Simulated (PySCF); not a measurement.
# C2H6PSi−: electronic excitations and core binding energies

Wanted: the electronic excitations and core binding energies of C2H6PSi− (`C=C[P-][SiH3]`), by calculation.

Computed with PySCF 2.14.0, with density-fitted response routines of our own, on a single molecule in the gas phase. Atoms are numbered from 0 throughout.

## (1) Starting geometry

10 atoms, charge -1, multiplicity 1; geometry from: GFN2-xTB.

Bonds of the start (Å): C0–C1 1.34, C1–P2 1.77, P2–Si3 2.16, C0–H4 1.08, C0–H5 1.08, C1–H6 1.09, Si3–H7 1.48, Si3–H8 1.48, Si3–H9 1.47.

## (2) Excited states and response: CAM-B3LYP/def2-SVPD

The job: settings as JSON, then the geometry in Å.

```
{"job": {"kind": "uv", "xc": "CAM-B3LYP", "basis": "def2-SVPD", "nstates": 8, "ntriplets": 3}, "charge": -1, "multiplicity": 1}
C      1.595270    -0.447825     0.073801
C      1.237945     0.735272    -0.438953
P     -0.349187     1.482457    -0.649781
Si    -1.686599    -0.020429     0.145094
H      2.635743    -0.745829     0.119390
H      0.876641    -1.150724     0.460787
H      2.027365     1.389737    -0.806995
H     -1.704347    -1.349579    -0.508074
H     -1.561285    -0.370584     1.578541
H     -3.062662     0.482159     0.003662
```

With the program's defaults for keys left out, this is: TDDFT CAM-B3LYP/def2-SVPD, vertical, gas phase, core orbitals frozen in the response.

On the command line:

```bash
$ OMP_NUM_THREADS=1 python probes_run.py task.json out
```

This one command runs all jobs of the session in turn.

The log of the run:

```text
coarse grid: 9144 points
cycle   1  E = -710.2319540406  dE =  1.806e-01  |g| = 3.477e-01  |ddm| = 4.402e+00
cycle   2  E = -710.2525299455  dE = -2.058e-02  |g| = 3.012e-01  |ddm| = 1.952e+00
cycle   3  E = -710.2812036575  dE = -2.867e-02  |g| = 4.281e-02  |ddm| = 7.506e-01
cycle   4  E = -710.2816066015  dE = -4.029e-04  |g| = 2.842e-02  |ddm| = 1.163e-01
cycle   5  E = -710.2818392355  dE = -2.326e-04  |g| = 2.815e-03  |ddm| = 6.368e-02
cycle   6  E = -710.2818426217  dE = -3.386e-06  |g| = 1.810e-03  |ddm| = 1.722e-02
final grid: 78504 points
cycle   7  E = -710.3733482609  dE = -1.004e-05  |g| = 3.548e-03  |ddm| = 4.422e-02
cycle   8  E = -710.3733469210  dE =  1.340e-06  |g| = 4.158e-03  |ddm| = 1.201e-02
cycle   9  E = -710.3733518393  dE = -4.918e-06  |g| = 1.775e-04  |ddm| = 6.413e-03
cycle  10  E = -710.3733518490  dE = -9.745e-09  |g| = 9.949e-05  |ddm| = 9.311e-04
cycle  11  E = -710.3733518522  dE = -3.180e-09  |g| = 2.894e-05  |ddm| = 2.490e-04
cycle  12  E = -710.3733518525  dE = -2.950e-10  |g| = 7.365e-06  |ddm| = 6.935e-05
converged SCF energy = -710.3733518525

Static polarisability (au): isotropic 100.466, principal 73.842 104.690 122.867

Singlet excitations
state   eV       nm        f      main configurations
  1   3.5517    349.1   0.00327   H->L 0.90
  2   3.8043    325.9   0.00175   H->L+1 0.72, H->L+3 0.19
  3   4.1483    298.9   0.23259   H->L+2 0.96
  4   4.4693    277.4   0.04001   H->L+3 0.65, H->L+1 0.20, H->L+4 0.10
  5   4.6415    267.1   0.00586   H->L+4 0.80
  6   4.8390    256.2   0.00026   H->L+5 0.84
  7   5.3388    232.2   0.01410   H->L+6 0.82, H-1->L 0.14
  8   5.4987    225.5   0.00030   H-1->L+2 0.98

Triplet excitations (Tamm-Dancoff, eV): 2.8443 3.4128 3.6927
```

It took 9.8 s on 1 thread of Arm Neoverse V1, shared host; peak memory 0.56 GiB.

Frontier orbitals and where they lie:

```
orbital     eV                       atoms
 HOMO−3  -5.22  P2 28 %, C1 25 %, Si3 17 %
 HOMO−2  -4.95   C1 38 %, C0 31 %, P2 10 %
 HOMO−1  -3.10  P2 62 %, Si3 16 %, C1 10 %
   HOMO  -1.07   P2 49 %, C0 16 %, C1 15 %
   LUMO   4.93  Si3 56 %, H7 10 %, H8 10 %
 LUMO+1   5.48   C0 34 %, H4 23 %, C1 12 %
 LUMO+2   5.80  C1 27 %, C0 23 %, Si3 15 %
```

With each of the 8 states as a Gaussian band of 0.4 eV half-width at 1/e, the curve within the window shown has maxima at 297 nm (ε 10,000), 236 nm (ε 620) L/(mol cm). Beyond the last state computed it falls off for lack of states. The curve at chosen wavelengths:

(nm, ε (L/mol/cm)): (214, 159), (222, 399), (230, 588), (239, 619), (247, 730), (255, 1310), (263, 2635), (272, 5028), (280, 7515), (288, 9549), (296, 10415), (305, 9734), (313, 8055), (321, 6008), (329, 4109), (338, 2472), (346, 1495), (354, 880), (362, 515), (371, 285), (379, 172), (387, 106), (395, 67), (404, 40), (412, 26), (420, 16)

Ground-state properties from the same run:

```
           property  computed
polarisability (Å³)     14.89
 HOMO–LUMO gap (eV)      6.00
      −ε(HOMO) (eV)      1.07
```

## (3) Core holes by ΔSCF: SCAN, X2C

Settings changed since step 2:

```diff
@@ -1,2 +1,2 @@
-{"job": {"kind": "uv", "xc": "CAM-B3LYP", "basis": "def2-SVPD", "nstates": 8, "ntriplets": 3}, "charge": -1, "multiplicity": 1}
+{"job": {"kind": "xps"}, "charge": -1, "multiplicity": 1}
 C      1.595270    -0.447825     0.073801
```

With the program's defaults for keys left out, this is: delta-SCF UKS SCAN, pcX-2 on the ionised atom, pcseg-1 elsewhere, spin-free X2C.

The log of the run:

```text
ground state, core basis on atom 0 (C), 125 functions
  cycle   1  E = -711.83379159  |g| = 5.21e-01
  cycle   2  E = -711.71855077  |g| = 7.90e-01
  cycle   3  E = -711.92467253  |g| = 1.36e-01
  cycle   4  E = -711.93104046  |g| = 5.31e-02
  cycle   5  E = -711.93185786  |g| = 1.29e-02
  cycle   6  E = -711.93192476  |g| = 5.23e-03
  cycle   7  E = -711.93193462  |g| = 1.22e-03
  cycle   8  E = -711.93193407  |g| = 1.17e-03
  cycle   9  E = -711.93193472  |g| = 1.43e-04
  E(ground) = -711.98926614 Eh
hole in C 1s of atom 0
  cycle   1  E = -700.88309224  |g| = 1.51e+00
  cycle   2  E = -699.59282075  |g| = 2.06e+00
  cycle   3  E = -701.21321129  |g| = 6.22e-01
  cycle   4  E = -701.22772188  |g| = 6.01e-01
  cycle   5  E = -701.48257416  |g| = 8.02e-02
  cycle   6  E = -701.48498370  |g| = 3.79e-02
  cycle   7  E = -701.48605252  |g| = 1.12e-02
  cycle   8  E = -701.48615198  |g| = 2.49e-03
  cycle   9  E = -701.48616135  |g| = 1.25e-03
  cycle  10  E = -701.48616405  |g| = 8.75e-04
  cycle  11  E = -701.48616609  |g| = 4.42e-04
  E(ion) = -701.54273901 Eh   <S^2> = 0.7775   hole on atom = 1.000   binding energy = 284.264 eV
ground state, core basis on atom 1 (C), 125 functions
  cycle   1  E = -711.93115206  |g| = 6.37e-02
  cycle   2  E = -711.93022897  |g| = 6.50e-02
  cycle   3  E = -711.93093573  |g| = 3.98e-02
  cycle   4  E = -711.93139522  |g| = 9.31e-03
  cycle   5  E = -711.93143080  |g| = 1.23e-03
  cycle   6  E = -711.93143020  |g| = 4.02e-04
  E(ground) = -711.98852857 Eh
hole in C 1s of atom 1
  cycle   1  E = -700.85728788  |g| = 1.52e+00
  cycle   2  E = -699.31152306  |g| = 2.14e+00
  cycle   3  E = -701.12989066  |g| = 6.54e-01
  cycle   4  E = -700.96439588  |g| = 7.66e-01
  cycle   5  E = -701.43192675  |g| = 1.63e-01
  cycle   6  E = -701.45229171  |g| = 4.76e-02
  cycle   7  E = -701.45383257  |g| = 1.73e-02
  cycle   8  E = -701.45419237  |g| = 1.16e-02
  cycle   9  E = -701.45447117  |g| = 9.22e-03
  cycle  10  E = -701.45452024  |g| = 9.17e-03
  cycle  11  E = -701.45481614  |g| = 8.31e-03
  cycle  12  E = -701.45533563  |g| = 5.64e-03
  cycle  13  E = -701.45549984  |g| = 3.05e-03
  cycle  14  E = -701.45552513  |g| = 2.40e-03
  cycle  15  E = -701.45553935  |g| = 1.60e-03
  cycle  16  E = -701.45554037  |g| = 1.41e-03
  cycle  17  E = -701.45553418  |g| = 2.18e-03
  cycle  18  E = -701.45553686  |g| = 1.58e-03
  cycle  19  E = -701.45554233  |g| = 1.79e-04
  E(ion) = -701.51180773 Eh   <S^2> = 0.9705   hole on atom = 1.000   binding energy = 285.086 eV
ground state, core basis on atom 2 (P), 136 functions
  cycle   1  E = -712.04371654  |g| = 3.41e-01
  cycle   2  E = -712.04242271  |g| = 7.45e-02
  cycle   3  E = -712.03703368  |g| = 1.46e-01
  cycle   4  E = -712.04425622  |g| = 1.70e-02
  cycle   5  E = -712.04434078  |g| = 5.65e-03
  cycle   6  E = -712.04434855  |g| = 2.24e-03
  cycle   7  E = -712.04434960  |g| = 2.20e-04
  E(ground) = -712.07096458 Eh
hole in P 1s of atom 2
  cycle   1  E = -632.12987153  |g| = 4.72e+00
  cycle   2  E = -632.12241709  |g| = 2.25e+00
  cycle   3  E = -631.91450293  |g| = 1.37e+00
  cycle   4  E = -633.13065244  |g| = 5.01e-01
  cycle   5  E = -633.28084495  |g| = 2.09e-01
  cycle   6  E = -633.30207679  |g| = 7.84e-02
  cycle   7  E = -633.30446123  |g| = 4.18e-02
  cycle   8  E = -633.30539556  |g| = 8.70e-03
  cycle   9  E = -633.30543191  |g| = 3.52e-03
  cycle  10  E = -633.30543964  |g| = 4.54e-04
  E(ion) = -633.33275786 Eh   <S^2> = 0.7519   hole on atom = 1.000   binding energy = 2142.576 eV
hole in P 2p of atom 2
  cycle   1  E = -706.86214979  |g| = 1.39e+00
  cycle   2  E = -706.54624937  |g| = 1.34e+00
  cycle   3  E = -707.09643502  |g| = 5.12e-01
  cycle   4  E = -707.24594907  |g| = 2.20e-01
  cycle   5  E = -707.27126851  |g| = 8.10e-02
  cycle   6  E = -707.27452090  |g| = 3.14e-02
  cycle   7  E = -707.27500559  |g| = 1.17e-02
  cycle   8  E = -707.27508904  |g| = 2.07e-03
  cycle   9  E = -707.27509083  |g| = 1.15e-03
  cycle  10  E = -707.27509164  |g| = 2.54e-04
  E(ion) = -707.31133188 Eh   <S^2> = 0.7533   hole on atom = 1.002   binding energy = 129.516 eV
  2p3/2 = 129.146 eV   2p1/2 = 130.037 eV
ground state, core basis on atom 3 (Si), 136 functions
  cycle   1  E = -712.02354389  |g| = 2.90e-01
  cycle   2  E = -712.02167863  |g| = 8.73e-02
  cycle   3  E = -712.01637970  |g| = 1.45e-01
  cycle   4  E = -712.02424334  |g| = 2.26e-02
  cycle   5  E = -712.02436572  |g| = 6.70e-03
  cycle   6  E = -712.02437671  |g| = 1.75e-03
  cycle   7  E = -712.02437913  |g| = 4.06e-04
  E(ground) = -712.03952557 Eh
hole in Si 1s of atom 3
  cycle   1  E = -643.28907078  |g| = 4.35e+00
  cycle   2  E = -642.59542803  |g| = 2.39e+00
  cycle   3  E = -642.72557817  |g| = 1.43e+00
  cycle   4  E = -644.24267859  |g| = 3.95e-01
  cycle   5  E = -644.29796045  |g| = 3.24e-01
  cycle   6  E = -644.35392303  |g| = 1.12e-01
  cycle   7  E = -644.36107280  |g| = 3.62e-02
  cycle   8  E = -644.36174118  |g| = 1.45e-02
  cycle   9  E = -644.36189465  |g| = 3.32e-03
  cycle  10  E = -644.36190360  |g| = 8.85e-04
  cycle  11  E = -644.36190290  |g| = 2.60e-04
  E(ion) = -644.38471327 Eh   <S^2> = 0.7523   hole on atom = 1.000   binding energy = 1840.981 eV
hole in Si 2p of atom 3
  cycle   1  E = -707.94800514  |g| = 1.24e+00
  cycle   2  E = -707.23556946  |g| = 1.42e+00
  cycle   3  E = -708.07140910  |g| = 5.00e-01
  cycle   4  E = -708.26400949  |g| = 1.79e-01
  cycle   5  E = -708.27583529  |g| = 1.35e-01
  cycle   6  E = -708.28612381  |g| = 2.78e-02
  cycle   7  E = -708.28648742  |g| = 1.18e-02
  cycle   8  E = -708.28657150  |g| = 4.22e-03
  cycle   9  E = -708.28658359  |g| = 9.75e-04
  cycle  10  E = -708.28658418  |g| = 3.77e-04
  E(ion) = -708.31289800 Eh   <S^2> = 0.7525   hole on atom = 1.002   binding energy = 101.407 eV
  2p3/2 = 101.218 eV   2p1/2 = 101.841 eV
```

Run time: 31 s. Hardware: 1 thread of Arm Neoverse V1, shared host; peak memory 0.43 GiB.

The holes in one table. −ε is the ground-state orbital energy:

```
       hole  stands for                 environment  ΔSCF (eV; 2p as the shell's mean)  −ε (eV)   ⟨S²⟩
  C1s on C0          C0        terminal =CH2 carbon                             284.26    268.3  0.777
  C1s on C1          C1                   alkene CH                  285.09 (doubtful)    269.0  0.970
  P1s on P2          P2  phosphorus bonded to C, Si                            2142.58   2086.1  0.752
  P2p on P2          P2  phosphorus bonded to C, Si                             129.44    119.1  0.753
Si1s on Si3         Si3    silicon bonded to P, 3 H                            1840.98   1788.2  0.752
Si2p on Si3         Si3    silicon bonded to P, 3 H                             101.43     91.0  0.753
```

Doubtful: the ion did not converge, its hole moved, or its ⟨S²⟩ is well above 0.75.

With the spin-orbit splitting: P2 2p3/2 129.15, 2p1/2 130.04 eV; Si3 2p3/2 101.22, 2p1/2 101.84 eV. The table gives each 2p level as the mean over the whole 2p shell (two parts 2p3/2, one part 2p1/2), which differs a little from the single hole in the log.

## (4) Outcome

```
                                                    quantity                        value
                        lowest singlet (CAM-B3LYP/def2-SVPD)  3.55 eV (349 nm), f = 0.003
                    brightest single state of those computed  state 3, 4.15 eV, f = 0.233
                                              lowest triplet                      2.84 eV
C1s binding energies, SCAN/pcX-2 (standing for 1 of 2 atoms)                 C0 284.26 eV
                            P1s binding energies, SCAN/pcX-2                P2 2142.58 eV
                            P2p binding energies, SCAN/pcX-2                 P2 129.44 eV
                           Si1s binding energies, SCAN/pcX-2               Si3 1840.98 eV
                           Si2p binding energies, SCAN/pcX-2                Si3 101.43 eV
```

**Reading.** The first singlet state (HOMO→LUMO 0.90) lies at 3.55 eV and is weak; of the 8 states computed, the strongest absorption comes from state 3 at 4.15 eV. The lowest triplet lies 0.71 eV below the lowest singlet (triplets in Tamm-Dancoff, singlets in full TDDFT). The lowest singlet lies above −ε(HOMO); no detachment energy was computed, so the anion's states may not be bound.
